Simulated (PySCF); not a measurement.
# CH5NO2Si2: the cost of one run

Computed with PySCF 2.14.0, with density-fitted response routines of our own, on a single molecule in the gas phase. Atoms are numbered from 0 throughout.

## 1. Starting geometry

11 atoms, charge 0, multiplicity 1; geometry from: GFN2-xTB. The atoms were then displaced at random by about 0.01 Å, so the start is not that level's minimum.

Bonds of the start (Å): N0–C1 1.13, C1–Si2 1.86, Si2–Si3 2.34, Si3–O4 1.63, Si3–O5 1.60, Si2–H6 1.47, Si2–H7 1.46, Si3–H8 1.46, O4–H9 0.93, O5–H10 0.94.

## 2. Relaxing the molecule at PBE0-D3(BJ)/def2-SVP

What the job is given:

```
{"job": {"xc": "PBE0", "basis": "def2-SVP", "d3": "d3bj", "grid": 1, "shake": 0.01, "kind": "geom"}, "charge": 0, "multiplicity": 1}
N     -3.095940    -0.504440    -1.144620
C     -2.355130    -0.219330    -0.339470
Si    -1.033470     0.190390     0.900460
Si     1.025600    -0.306800    -0.100270
O      1.181780     0.385220    -1.569390
O      2.065540     0.415860     0.874130
H     -1.295050     1.593530     1.240600
H     -1.342670    -0.629820     2.066120
H      1.314200    -1.728000    -0.228250
H      0.632830     0.167380    -2.293130
H      2.940410     0.610180     0.578160
```

On the command line:

```console
> OMP_NUM_THREADS=1 python probes_run.py task.json out
```

One launch serves the whole session: the jobs run in the order shown.

**Question.** How long does this first job take on 1 thread of Arm Neoverse V1, shared host, and how much memory does it need?

About 52 s, with a peak of 0.51 GiB.
